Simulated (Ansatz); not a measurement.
# Te2Mo: the cost of one run

Computed with Ansatz 0.2.0 (DFT PBE, scalar-relativistic, plane waves, PAW, unless a step's input says otherwise).

1 further run of the same task is left out (it didn't finish).

## 1. Starting point

The structure is hexagonal, space group P6_3/mmc (No. 194). Conventional cell: a = 3.518 Å, b = 3.518 Å, c = 13.974 Å, α = 90.00°, β = 90.00°, γ = 120.00°. Around Te (site symmetry 3m) lie 3 Mo at 2.72 Å. Mo (site symmetry -6m2) has 6 Te at 2.72 Å in its first shell of neighbours.

Structure file:

```xyz
54
Lattice="10.5546 0.0000 0.0000 -5.2773 9.1406 0.0000 0.0000 0.0000 13.9736" Properties=species:S:1:pos:R:3 pbc="T T T"
Te    0.0000    2.0312    8.6776
Te   -1.7591    5.0781    8.6776
Te   -3.5182    8.1249    8.6776
Te    3.5182    2.0312    8.6776
Te    1.7591    5.0781    8.6776
Te    0.0000    8.1249    8.6776
Te    7.0364    2.0312    8.6776
Te    5.2773    5.0781    8.6776
Te    3.5182    8.1249    8.6776
Te    1.7591    1.0156    1.6908
Te    0.0000    4.0625    1.6908
Te   -1.7591    7.1093    1.6908
Te    5.2773    1.0156    1.6908
Te    3.5182    4.0625    1.6908
Te    1.7591    7.1093    1.6908
Te    8.7955    1.0156    1.6908
Te    7.0364    4.0625    1.6908
Te    5.2773    7.1093    1.6908
Te    0.0000    2.0312   12.2828
Te   -1.7591    5.0781   12.2828
Te   -3.5182    8.1249   12.2828
Te    3.5182    2.0312   12.2828
Te    1.7591    5.0781   12.2828
Te    0.0000    8.1249   12.2828
Te    7.0364    2.0312   12.2828
Te    5.2773    5.0781   12.2828
Te    3.5182    8.1249   12.2828
Te    1.7591    1.0156    5.2960
Te    0.0000    4.0625    5.2960
Te   -1.7591    7.1093    5.2960
Te    5.2773    1.0156    5.2960
Te    3.5182    4.0625    5.2960
Te    1.7591    7.1093    5.2960
Te    8.7955    1.0156    5.2960
Te    7.0364    4.0625    5.2960
Te    5.2773    7.1093    5.2960
Mo    0.0000    2.0312    3.4934
Mo   -1.7591    5.0781    3.4934
Mo   -3.5182    8.1249    3.4934
Mo    3.5182    2.0312    3.4934
Mo    1.7591    5.0781    3.4934
Mo    0.0000    8.1249    3.4934
Mo    7.0364    2.0312    3.4934
Mo    5.2773    5.0781    3.4934
Mo    3.5182    8.1249    3.4934
Mo    1.7591    1.0156   10.4802
Mo    0.0000    4.0625   10.4802
Mo   -1.7591    7.1093   10.4802
Mo    5.2773    1.0156   10.4802
Mo    3.5182    4.0625   10.4802
Mo    1.7591    7.1093   10.4802
Mo    8.7955    1.0156   10.4802
Mo    7.0364    4.0625   10.4802
Mo    5.2773    7.1093   10.4802
```

The runs take a perfect supercell of 54 atoms; the defect goes to fractional position (0.111, 0.222, 0.250).

## 2. The perfect supercell

input.yaml

```yaml
crystal:
  lattice:
    - [10.5546, 0.0, 0.0]
    - [-5.2773, 9.140552, 0.0]
    - [0.0, 0.0, 13.9736]
  atoms:
    - { symbol: Te, position: [0.111111, 0.222222, 0.621] }
    - { symbol: Te, position: [0.111111, 0.555556, 0.621] }
    - { symbol: Te, position: [0.111111, 0.888889, 0.621] }
    - { symbol: Te, position: [0.444444, 0.222222, 0.621] }
    - { symbol: Te, position: [0.444444, 0.555556, 0.621] }
    - { symbol: Te, position: [0.444444, 0.888889, 0.621] }
    - { symbol: Te, position: [0.777778, 0.222222, 0.621] }
    - { symbol: Te, position: [0.777778, 0.555556, 0.621] }
    - { symbol: Te, position: [0.777778, 0.888889, 0.621] }
    - { symbol: Te, position: [0.222222, 0.111111, 0.121] }
    - { symbol: Te, position: [0.222222, 0.444444, 0.121] }
    - { symbol: Te, position: [0.222222, 0.777778, 0.121] }
    - { symbol: Te, position: [0.555556, 0.111111, 0.121] }
    - { symbol: Te, position: [0.555556, 0.444444, 0.121] }
    - { symbol: Te, position: [0.555556, 0.777778, 0.121] }
    - { symbol: Te, position: [0.888889, 0.111111, 0.121] }
    - { symbol: Te, position: [0.888889, 0.444444, 0.121] }
    - { symbol: Te, position: [0.888889, 0.777778, 0.121] }
    - { symbol: Te, position: [0.111111, 0.222222, 0.879] }
    - { symbol: Te, position: [0.111111, 0.555556, 0.879] }
    - { symbol: Te, position: [0.111111, 0.888889, 0.879] }
    - { symbol: Te, position: [0.444444, 0.222222, 0.879] }
    - { symbol: Te, position: [0.444444, 0.555556, 0.879] }
    - { symbol: Te, position: [0.444444, 0.888889, 0.879] }
    - { symbol: Te, position: [0.777778, 0.222222, 0.879] }
    - { symbol: Te, position: [0.777778, 0.555556, 0.879] }
    - { symbol: Te, position: [0.777778, 0.888889, 0.879] }
    - { symbol: Te, position: [0.222222, 0.111111, 0.379] }
    - { symbol: Te, position: [0.222222, 0.444444, 0.379] }
    - { symbol: Te, position: [0.222222, 0.777778, 0.379] }
    - { symbol: Te, position: [0.555556, 0.111111, 0.379] }
    - { symbol: Te, position: [0.555556, 0.444444, 0.379] }
    - { symbol: Te, position: [0.555556, 0.777778, 0.379] }
    - { symbol: Te, position: [0.888889, 0.111111, 0.379] }
    - { symbol: Te, position: [0.888889, 0.444444, 0.379] }
    - { symbol: Te, position: [0.888889, 0.777778, 0.379] }
    - { symbol: Mo, position: [0.111111, 0.222222, 0.25] }
    - { symbol: Mo, position: [0.111111, 0.555556, 0.25] }
    - { symbol: Mo, position: [0.111111, 0.888889, 0.25] }
    - { symbol: Mo, position: [0.444444, 0.222222, 0.25] }
    - { symbol: Mo, position: [0.444444, 0.555556, 0.25] }
    - { symbol: Mo, position: [0.444444, 0.888889, 0.25] }
    - { symbol: Mo, position: [0.777778, 0.222222, 0.25] }
    - { symbol: Mo, position: [0.777778, 0.555556, 0.25] }
    - { symbol: Mo, position: [0.777778, 0.888889, 0.25] }
    - { symbol: Mo, position: [0.222222, 0.111111, 0.75] }
    - { symbol: Mo, position: [0.222222, 0.444444, 0.75] }
    - { symbol: Mo, position: [0.222222, 0.777778, 0.75] }
    - { symbol: Mo, position: [0.555556, 0.111111, 0.75] }
    - { symbol: Mo, position: [0.555556, 0.444444, 0.75] }
    - { symbol: Mo, position: [0.555556, 0.777778, 0.75] }
    - { symbol: Mo, position: [0.888889, 0.111111, 0.75] }
    - { symbol: Mo, position: [0.888889, 0.444444, 0.75] }
    - { symbol: Mo, position: [0.888889, 0.777778, 0.75] }
basis:
  ecutwfc: 420
  fft_grid_basis: typed
kpoints:
  mp_grid: { grid: [3, 3, 1] }
hamiltonian:
  xc: pbe
  pseudopotentials: { kind: paw }
scf:
  occupations: { method: gaussian, width: 0.05 }
output:
  forces: true
  stress: false
  eigenvalues: true
  bader: false
  write_density: true
  volumetric_format: npy
```

Run with:

```console
$ ansatz run input.yaml --threads 8 --pin off --max-ram 16384MiB --backend cpu --events-out ev --progress --plain --runs-dir out
```

Q: Estimate wall time and peak memory on 8 threads of Arm Neoverse V1, shared host.

About 24 s, with a peak of 8 GiB.
